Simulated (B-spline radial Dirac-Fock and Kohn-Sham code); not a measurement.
# Ir⁶²⁺: core levels and X-ray properties

Wanted for the Ir⁶²⁺ ion: its X-ray form factor and Compton profile and the binding energy of each subshell.

Method: a free atom or ion on a radial basis; each step names its model; computed with B-spline radial Dirac-Fock and Kohn-Sham code, version 2.

### Step 1. The atom as given

Iridium as Ir⁶²⁺ in the configuration [Ne] 3s2 3p3.

* nuclear charge: 77
* electrons: 15
* mass number: 193
* nuclear rms radius: 5.4032 fm

### Step 2. X-ray scattering functions

Model: Dirac-Fock average of configuration, finite nucleus; form factor of the spherical density, Waller-Hartree incoherent function, impulse-approximation Compton profiles.

The run's settings:

```ini
task = scatter
Z = 77
charge = 62
configuration = 1s2 2s2 2p6 3s2 3p3
mass_number = 193
rms_radius = 5.4032  # fm
s = [0.0, 0.05, 0.1, 0.15, 0.2, 0.25, 0.3, 0.35, 0.4, 0.45, 0.5, 0.6, 0.7, 0.8, 0.9, 1.0, 1.1, 1.2, 1.4, 1.6, 1.8, 2.0, 2.5, 3.0, 3.5, 4.0, 5.0, 6.0]  # 1/A
pz = [0, 0.1, 0.14, 0.19, 0.26, 0.36, 0.5, 0.68, 0.94, 1.3, 1.8, 2.5, 3.4, 4.6, 6.4, 8.8, 12.0, 17.0, 23.0, 32.0, 44.0]  # a.u.
photon_energy = [1000, 2000, 10000, 20000, 30000, 100000, 200000, 500000]  # eV
```

From the run's result record (rounded, not every field):

```text
{
  "status": "converged",
  "form_factor [e]": [15.0, 14.996, 14.984, 14.964, 14.936, 14.9, 14.856, 14.805, 14.746, 14.68, 14.607, 14.44, 14.246, 14.03, 13.791, 13.534, 13.26, 12.972, 12.366, 11.735, 11.099, 10.473, 9.0358, 7.855, 6.9357, 6.2207, 5.1312, 4.2253],
  "incoherent": [2.0986e-11, 0.0050511, 0.020181, 0.045317, 0.080341, 0.12509, 0.17935, 0.24288, 0.31538, 0.39653, 0.48596, 0.68806, 0.91824, 1.1727, 1.4475, 1.7385, 2.0418, 2.3534, 2.9876, 3.6161, 4.2201, 4.7874, 6.0167, 6.9995, 7.8087, 8.5092, 9.7119, 10.713],
  "compton_total [1/a.u.]": [0.44915, 0.44912, 0.44909, 0.44903, 0.44893, 0.44872, 0.44832, 0.44762, 0.44624, 0.4436, 0.43859, 0.42912, 0.41319, 0.38669, 0.34037, 0.27774, 0.21007, 0.14542, 0.099506, 0.055572, 0.026701],
  "shells": ["1s1/2", "2s1/2", "2p1/2", "2p3/2", "3s1/2", "3p1/2", "3p3/2"],
  "occupation": [2.0, 2.0, 2.0, 4.0, 2.0, 1.0, 2.0],
  "mean_momentum [a.u.]": [81.895, 29.734, 38.885, 34.087, 16.57, 19.598, 18.234],
  "r2 [bohr^2]": 0.21871,
  "r_inverse [1/bohr]": 393.81,
  "r1 [bohr]": 1.4378,
  "coherent [b]": [149.58, 149.26, 139.9, 117.08, 92.839, 25.679, 8.7151, 1.7608],
  "incoherent_cross_section [b]": [0.0043466, 0.017255, 0.38685, 1.2233, 2.0517, 4.4034, 4.7422, 3.9835],
  "radial_jk": {
    "3p": {"j0": [1.0, 0.99936, 0.99745, 0.99427, 0.98983, 0.98415, 0.97725, 0.96915, 0.95988, 0.94948, 0.93797, 0.9118, 0.88174, 0.84816, 0.81152, 0.77225, 0.73085, 0.6878, 0.59868, 0.50866, 0.42113, 0.33895, 0.16971, 0.062036, 0.010779, -0.00046272, 0.028426, 0.057262], "j2": [0.0, 0.00025534, 0.0010201, 0.0022904, 0.00406, 0.00632, 0.0090591, 0.012264, 0.015918, 0.020005, 0.024502, 0.034644, 0.046146, 0.058791, 0.07234, 0.086546, 0.10115, 0.1159, 0.14485, 0.17152, 0.19436, 0.21219, 0.23118, 0.21523, 0.1753, 0.1259, 0.041921, 0.0025969], "r2": 0.03466, "r4": 0.0018314, "r6": 0.00013213}
  }
}
```

Form factor and incoherent function, every second point:

```
s (1/Å)  f (e)  f / N     S(s)
      0  15.00  1.000        0
  0.100  14.98  0.999  0.02018
  0.200  14.94  0.996  0.08034
  0.300  14.86  0.990   0.1794
  0.400  14.75  0.983   0.3154
  0.500  14.61  0.974   0.4860
  0.700  14.25  0.950   0.9182
  0.900  13.79  0.919    1.447
   1.10  13.26  0.884    2.042
   1.40  12.37  0.824    2.988
   1.80  11.10  0.740    4.220
   2.50  9.036  0.602    6.017
   3.50  6.936  0.462    7.809
   5.00  5.131  0.342    9.712
```

### Step 3. Hole states by ΔSCF

Model: Dirac-Fock average of configuration, Delta-SCF, finite nucleus, first-order Breit with its frequency dependence, self-energy and vacuum polarisation.

The run's settings:

```ini
task = binding
```

From the run's result record (rounded, not every field):

```text
{
  "status": "converged",
  "shells": ["K", "L1", "L2", "L3", "M1", "M2,3"],
  "total_energy_parts [Ha]": [-13443.6502, 17.9641636, -1.66415237, -0.363968271, 16.2051767, -3.07033531],
  "koopmans [eV]": [81695.9, 18397.5, 17850.4, 16180.3, 7348.35, 6865.3],
  "dirac_coulomb [eV]": [81664.5, 18391.5, "-", 16173.5, 7347.7, 6864.6],
  "gaunt [eV]": [-284.878, -31.8483, "-", -35.2268, -8.05412, -10.3737],
  "retardation [eV]": [20.5607, 2.48772, "-", 5.12723, 0.936287, 1.72204],
  "breit_frequency [eV]": [4.69777, -0.352413, "-", 2.22698, -0.105749, 0.343077],
  "self_energy [eV]": [-171.932, -25.9941, "-", -2.22308, -7.05929, -0.654747],
  "vacuum_polarisation [eV]": [34.0704, 4.83082, "-", -0.156598, 1.27266, 0.00196719],
  "binding [eV]": [81267.0, 18340.6, "-", 16143.2, 7334.69, 6855.64],
  "mean_radius [bohr]": [0.0174305, 0.0720096, 0.0594783, 0.0674428, 0.175745, 0.176842]
}
```

total_energy_parts: Dirac-Coulomb, Gaunt, retardation, frequency dependence, self-energy, vacuum polarisation. Blank entries are hole states that did not converge, or in which two open shells of one symmetry are about equally filled, where the average of configuration falls too low.

Each level as Koopmans' value plus corrections (eV):

```csv
level,-ε,relaxation,Breit,QED,binding
K (1s),81695.9,-31.38,-259.62,-137.86,81267.0
L1 (2s),18397.5,-6.02,-29.71,-21.16,18340.6
L3 (2p3/2),16180.3,-6.84,-27.87,-2.38,16143.2
M1 (3s),7348.3,-0.65,-7.22,-5.79,7334.7
"M2,3 (3p)",6865.3,-0.70,-8.31,-0.65,6855.6
```

### Step 4. Summary of results

| quantity | value |
| --- | --- |
| rms radius of the electron cloud | 0.121 bohr |
| form factor halves at | 3.2 1/Å |
| Compton profile at zero | 0.4492 1/a.u. |
| deepest level listed, K (1s) | 81267.0 eV |
| least bound, M2,3 (3p) | 6855.6 eV |
| Kα1 | 65123.8 eV |
| ionisation energy, NIST (theoretical) | 6708.00 eV |

**Reading.** The form factor starts at the 15 electrons and halves by s = 3.2 1/Å. Incoherent scattering outweighs coherent from 500 keV on, among the energies asked. The K (1s) level lies 31.4 eV under Koopmans' value by relaxation alone; Breit gives -259.62 and QED -137.86 eV. NIST's ionisation energy differs by -147.64 eV from the least binding energy; the calculation averages open shells over their j components and terms. The Hartree-Fock and Dirac-Fock values hold no electron correlation.
